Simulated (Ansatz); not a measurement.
# Sc2FeS4: the cost of one run

All numbers are computed with Ansatz 0.2.0 through its Python package. Level of theory: DFT LDA, plane waves, PAW.

**1. The system**

Symmetry: Fd-3m, No. 227, cubic system. Conventional cell: a = 10.525 Å, b = 10.525 Å, c = 10.525 Å, α = 90.00°, β = 90.00°, γ = 90.00°. Sc (site symmetry -3m) is surrounded by 6 S at 2.55 Å. Fe (site symmetry -43m) is surrounded by 4 S at 2.42 Å. S (site symmetry 3m) has 1 Fe at 2.42 Å and 3 Sc at 2.55 Å as nearest neighbours.

sc2fes4.extxyz, read by the script:

```xyz
14
Lattice="0.0 5.2625 5.2625 5.2625 0.0 5.2625 5.2625 5.2625 0.0" Properties=species:S:1:pos:R:3:initial_magmoms:R:1 pbc="T T T"
Sc    6.57812500    6.57812500    6.57812500  0.00
Sc    6.57812500    3.94687500    3.94687500  0.00
Sc    3.94687500    3.94687500    6.57812500  0.00
Sc    3.94687500    6.57812500    3.94687500  0.00
Fe    0.00000000    0.00000000    0.00000000  2.40
Fe    2.63125000    2.63125000    2.63125000  2.40
S     4.03107500    4.03107500    4.03107500  0.00
S     9.12517500    6.66232500    6.66232500  0.00
S     6.49392500    6.49392500    4.03107500  0.00
S     6.66232500    9.12517500    6.66232500  0.00
S     4.03107500    6.49392500    6.49392500  0.00
S     9.12517500    9.12517500    9.12517500  0.00
S     6.49392500    4.03107500    6.49392500  0.00
S     6.66232500    6.66232500    9.12517500  0.00
```

**2. The script**

The input, run_vcrelax.py:

```python
# -*- coding: utf-8 -*-
from dataclasses import dataclass

import ansatz as az
from ase import Atoms
from ase.data import atomic_numbers
from ase.io import write
import matplotlib.pyplot as plt
import numpy as np
import spglib


@dataclass(frozen=True)
class Settings:
    functional: str = "LDA"
    force_tol: float = 0.01


opts = Settings()

def edges_and_angles(cell):
    cell = np.asarray(cell)
    a, b, c = np.linalg.norm(cell, axis=1)
    cosines = cell[1] @ cell[2] / (b * c), cell[0] @ cell[2] / (a * c), cell[0] @ cell[1] / (a * b)
    return (a, b, c, *np.degrees(np.arccos(cosines)))


def main():
    sc2fes4 = az.Crystal.from_extxyz("sc2fes4.extxyz")

    model = (
        sc2fes4.calculation()
        .functional(opts.functional)
        .kpoints(5)
        .pseudopotentials("paw")
        .occupations(az.OccupationsMethod.FERMI_DIRAC)
        .spin("collinear")
        .relax(force_tolerance=opts.force_tol, cell=True, stress_tolerance=0.1)
        .density()
    )
    steps = []


    def collect(event):
        if event["event"] == "relax_step":
            steps.append(event["data"])


    out = model.session().plan().execute(on_event=collect)
    summary = out.report
    print("step   energy (eV)     max comp. (eV/A)   P (GPa)  SCF")
    for s in steps:
        print(f"{s['step']:4d} {s['lagrangian_ev']:15.5f} {s['allowed_force_max_ev_ang']:12.4f} {s['pressure_gpa']:10.3f} {s['n_scf']:5d}")

    first, last = steps[0], steps[-1]
    symbols = [site.symbol for site in out.lattice.sites]
    print(f"energy gained {first['lagrangian_ev'] - last['lagrangian_ev']:.4f} eV in {len(steps) - 1} steps")
    for label, vectors in (("before", first["cell_ang"]), ("after", out.lattice.cell_ang)):
        print(label, "a b c (A) {:.4f} {:.4f} {:.4f}  angles {:.2f} {:.2f} {:.2f}".format(*edges_and_angles(vectors)), f" V = {abs(np.linalg.det(vectors)):.3f} A^3")
    print("final stress xx yy zz (GPa, compression positive):", np.round(np.diag(summary["stress_gpa"]), 3) + 0.0)

    fig, (top, bottom) = plt.subplots(2, 1, sharex=True, figsize=(4.5, 4))
    top.plot([s["lagrangian_ev"] - last["lagrangian_ev"] for s in steps], "o-")
    top.set_ylabel("E - E(final) (eV)")
    bottom.semilogy([max(s["allowed_force_max_ev_ang"], 1e-6) for s in steps], "s-")
    bottom.set(xlabel="step", ylabel="largest force (eV/A)")
    fig.tight_layout()
    fig.savefig("relax.png", dpi=100)

    relaxed = Atoms(symbols, positions=[site.position_ang for site in out.lattice.sites], cell=out.lattice.cell_ang, pbc=True)
    write("relaxed.vasp", relaxed, format="vasp")

    change = np.array(last["positions_ang"]) @ np.linalg.inv(last["cell_ang"]) - np.array(first["positions_ang"]) @ np.linalg.inv(first["cell_ang"])
    moved = np.linalg.norm(change @ np.array(last["cell_ang"]), axis=1)
    print("displacement within the cell, strain taken out (A):", " ".join(f"{s}:{d:.3f}" for s, d in zip(symbols, moved)))

    fractions = [site.position_frac for site in out.lattice.sites]
    numbers = [atomic_numbers[s] for s in symbols]
    for tolerance in (1e-3, 1e-2, 1e-1):
        print(f"space group at {tolerance} A:", spglib.get_spacegroup((out.lattice.cell_ang, fractions, numbers), symprec=tolerance))

    print("%-22s %14.5f eV" % ("F = E - TS", summary["free_energy_ev"]))
    print("%-22s %14.5f eV" % ("E", summary["internal_energy_ev"]))
    print("%-22s %14.5f eV" % ("Harris-Foulkes", summary["harris_foulkes_ev"]))
    print("%-22s %14.5f eV" % ("Fermi level", summary["fermi_energy_ev"]))

    print(f"net moment {summary['magnetization_mub']:.3f} muB, absolute {summary['absolute_magnetization_mub']:.3f} muB")
    for index, (site, m) in enumerate(zip(out.lattice.sites, summary["site_moments_mub"])):
        print(f"  {index:2d} {site.symbol:2s} {m:7.3f}")

    rho = out.density()
    total = sum(ch.density_e_per_ang3 for ch in rho.channels[:2]) if len(rho.channels) < 3 else rho.channels[0].density_e_per_ang3
    print("grid", rho.dims, "electrons", round(float(total.mean() * rho.cell_volume_ang3), 4))
    print(f"density range {total.min():.4f} to {total.max():.4f} e/A^3")
    print(np.array2string(total[:: max(rho.dims[0] // 8, 1), :: max(rho.dims[1] // 8, 1), 0], precision=3, suppress_small=True))


if __name__ == "__main__":
    main()
```

**3. The input behind the calls**

The engine receives this input:

```yaml
crystal:
  lattice:
    - [0.0, 5.2625, 5.2625]
    - [5.2625, 0.0, 5.2625]
    - [5.2625, 5.2625, 0.0]
  atoms:
    - { symbol: Sc, position: [0.625, 0.625, 0.625], spin: 0.0 }
    - { symbol: Sc, position: [0.12499999999999997, 0.625, 0.625], spin: 0.0 }
    - { symbol: Sc, position: [0.625, 0.625, 0.12499999999999997], spin: 0.0 }
    - { symbol: Sc, position: [0.625, 0.12499999999999997, 0.625], spin: 0.0 }
    - { symbol: Fe, position: [0.0, 0.0, 0.0], spin: 2.4 }
    - { symbol: Fe, position: [0.25, 0.25, 0.25], spin: 2.4 }
    - { symbol: S, position: [0.383, 0.383, 0.383], spin: 0.0 }
    - { symbol: S, position: [0.39899999999999997, 0.867, 0.867], spin: 0.0 }
    - { symbol: S, position: [0.383, 0.383, 0.8509999999999999], spin: 0.0 }
    - { symbol: S, position: [0.867, 0.39899999999999997, 0.867], spin: 0.0 }
    - { symbol: S, position: [0.8509999999999999, 0.383, 0.383], spin: 0.0 }
    - { symbol: S, position: [0.867, 0.867, 0.867], spin: 0.0 }
    - { symbol: S, position: [0.383, 0.8509999999999999, 0.383], spin: 0.0 }
    - { symbol: S, position: [0.867, 0.867, 0.39899999999999997], spin: 0.0 }
kpoints:
  mp_grid:
    grid: [5, 5, 5]
hamiltonian:
  xc: lda
  pseudopotentials:
    kind: paw
magnetization:
  spin_polarized: true
scf:
  occupations:
    method: fermi_dirac
relax:
  f_tol: 0.01
  cell:
    stress_tol: 0.1
output:
  write_density: true
```

**4. Running it**

Launch:

```sh
python run_vcrelax.py
```

Q: Estimate wall time and peak memory on 1 thread of Arm Neoverse V1, shared host.

About 5.3 min, with a peak of 0.97 GiB.
